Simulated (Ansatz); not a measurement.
# GeNH2 (quartet): the correlation ladder, cc-pVTZ

Aim: climb from Hartree-Fock through coupled cluster and multireference methods for GeNH2 (quartet) at one geometry and basis, and see what each rung misses.

The runs use Ansatz 0.2.0, Gaussian basis; cc-pVTZ, core rule «outside noble gas», up to 15 orbitals frozen.

The runs, in order: UHF; CCSD(T) on ROHF; CCSD(T) on UHF; BCCD(T) on ROHF; CCSDT(Q) on ROHF; CCSDT(Q) on UHF; CASSCF and MRCISD+Q, 11 electrons in 10 orbitals; CASSCF and NEVPT2, 11 electrons in 10 orbitals.

3 further runs of the same task are left out: 3 set aside as unsound or not needed.

**1. The geometry**

The geometry is a PBE0/def2-TZVP stationary point (not a proven minimum) of the parent state, kept for this charge and spin. No spin-orbit coupling is included. The filled d shell of Ge may be among the frozen orbitals whatever the setting's name suggests; the logs give the count.

4 atoms, charge 0, spin multiplicity 4.

Atoms are counted from 1 here; the program's logs count them from 0.

Bond lengths: Ge1–N2 1.732 Å, Ge1–H3 1.532 Å, Ge1–H4 1.532 Å. Angles: N2–Ge1–H3 122.5°, N2–Ge1–H4 122.5°, H3–Ge1–H4 115.0°.

**2. UHF**

File in.yaml:

```yaml
crystal:
  periodic: [false, false, false]
  atoms:
    - {symbol: Ge, position_ang: [0.000000, 0.000000, 0.254906]}
    - {symbol: N, position_ang: [0.000000, 0.000000, -1.477093]}
    - {symbol: H, position_ang: [0.000000, 1.292510, 1.077857]}
    - {symbol: H, position_ang: [0.000000, -1.292509, 1.077857]}
basis:
  gaussian: {orbitals: cc-pVTZ}
magnetization: {spin_polarized: true, initial_magnetization: 3}
hamiltonian: {xc: hf}
output: {orbitals: {seedname: orbitals}}
```

Command:

```console
> ansatz run in.yaml --threads 1 --pin off --events-out ev --progress --plain --max-ram 4096MiB --backend cpu
```

The runs that follow: CCSD(T) on ROHF; CCSD(T) on UHF; BCCD(T) on ROHF; CCSDT(Q) on ROHF; CCSDT(Q) on UHF; CASSCF and MRCISD+Q, 11 electrons in 10 orbitals; CASSCF and NEVPT2, 11 electrons in 10 orbitals.

Q: Predict the results of all the runs planned. Wanted: UCCSDT(Q) below the RHF energy; RMP2 from UCCSDT(Q); UMP2 from UCCSDT(Q); RCCSD from UCCSDT(Q); RCCSD(T) from UCCSDT(Q); UCCSD(T) from UCCSDT(Q); RCCSDT(Q) from UCCSDT(Q); NEVPT2 valence from UCCSDT(Q); MRCISD+Q valence from UCCSDT(Q).

**Answer**, as computed:

| quantity | value |
| --- | --- |
| UCCSDT(Q) below the RHF energy | -7.6481 eV |
| RMP2 from UCCSDT(Q) | +117.0 kJ/mol |
| UMP2 from UCCSDT(Q) | +119.9 kJ/mol |
| RCCSD from UCCSDT(Q) | +27.6 kJ/mol |
| RCCSD(T) from UCCSDT(Q) | +5.0 kJ/mol |
| UCCSD(T) from UCCSDT(Q) | +4.4 kJ/mol |
| RCCSDT(Q) from UCCSDT(Q) | +0.7 kJ/mol |
| NEVPT2 valence from UCCSDT(Q) | +116.0 kJ/mol |
| MRCISD+Q valence from UCCSDT(Q) | +6.9 kJ/mol |
| levels within 1 kcal/mol (43 meV) | RCCSDT, UCCSDT, RCCSDT(Q) |
| T1 diagnostic | 0.021 |
| effectively unpaired electrons | 3.02 |

In words: RCCSD(T) misses by +5.0 kJ/mol, 0.7 % of the correlation energy. One determinant dominates. Of the multireference levels listed MRCISD+Q valence comes nearest in total energy (+6.9 kJ/mol), which doesn't show that its space is the better one. These misses are within one basis, not against nature; the frozen cores of restricted and unrestricted runs differ, which can shift their rows.
